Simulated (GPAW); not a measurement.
Set up this calculation in GPAW 26.7.0, as an ASE script.

```yaml
Task: relaxation of cell and atoms
Functional: PBEsol
Dispersion: D3(BJ)+ATM
Potentials_or_basis: PAW data sets generated in the run's folder for this functional
Cutoff: 600 eV
Basis: pw
k_mesh: 7 × 7 × 7
Occupations: fermi-dirac, width 0.05 eV
Spin: no spin polarisation
Maxiter: 150
Optimizer: BFGS
Fmax: 0.02 eV/Å
Max_steps: 60
Convergence: density=1e-05 forces=0.0001
```

The system is GaGe3.

```xyz
4
Lattice="0.0000 3.3872 3.3872 3.3872 0.0000 3.3872 3.3872 3.3872 0.0000" Properties=species:S:1:pos:R:3 pbc="T T T"
Ge    3.3872    3.3872    3.3872
Ge    5.0808    5.0808    5.0808
Ge    1.6936    1.6936    1.6936
Ga    0.0000    0.0000    0.0000
```

The cell comes from a database or a generator and needn't be the stable form of this composition.

The input as run:

run.py

```python
from ase import Atoms
from ase.calculators.mixing import SumCalculator
from ase.filters import FrechetCellFilter
from ase.io import write
from ase.optimize import BFGS
from dftd3.ase import DFTD3
from gpaw import GPAW, PW, setup_paths

setup_paths.insert(0, '.')

atoms = Atoms(['Ge', 'Ge', 'Ge', 'Ga'],
              cell=[[0.0, 3.387167, 3.387167],
                    [3.387167, 0.0, 3.387167],
                    [3.387167, 3.387167, 0.0]],
              scaled_positions=[[0.5, 0.5, 0.5],
                                [0.75, 0.75, 0.75],
                                [0.25, 0.25, 0.25],
                                [0.0, 0.0, 0.0]],
              pbc=True)

calc = GPAW(mode=PW(600),
            xc='PBEsol',
            kpts={'size': (7, 7, 7), 'gamma': True},
            occupations={'name': 'fermi-dirac', 'width': 0.05},
            nbands=18,
            convergence={'density': 1e-05, 'forces': 0.0001},
            maxiter=150,
            txt='gpaw.txt')
atoms.calc = SumCalculator([calc, DFTD3(damping='d3bj', params_tweaks=dict(method='pbesol', atm=True))])
opt = BFGS(FrechetCellFilter(atoms), trajectory='relax.traj', logfile='-')
done = opt.run(fmax=0.02, steps=60)
calc.write('gs.gpw')
write('result.traj', atoms)
print('Converged:', done)
print('Cell:', atoms.cell.cellpar().round(4))
print('Volume:', round(atoms.get_volume(), 4))
print(atoms.get_scaled_positions().round(5))
```

Potentials or basis: PAW data sets generated in the run's folder for this functional, pw.

Command:

```console
$ gpaw-setup -f PBEsol Ga Ge
$ OMP_NUM_THREADS=1 python run.py
```

It gave:

| Quantity | Value |
| --- | --- |
| Relaxed volume | 17.67 Å³/atom |
| Relaxed cell | a = 4.641 Å, b = 4.641 Å, c = 4.641 Å, α = 60.00°, β = 60.00°, γ = 60.00° |
| Space group after relaxing (to 0.05 Å) | Fm-3m (No. 225) |
| Energy gained by relaxing | 39.7 meV/atom |
| Ionic steps | 4 |
| Pressure after relaxing | -0.2 GPa |
| Band gap on the k mesh | none (metal or under the smearing width) |
| Dispersion energy per atom | -0.322 eV |

Caveat: later steps reuse the first step's grids; pairwise dispersion overbinds metals, which lowers pressure and volume.

Run time: 2 min on 1 thread of Arm Neoverse N1 (shared host), peak memory 0.21 GiB.
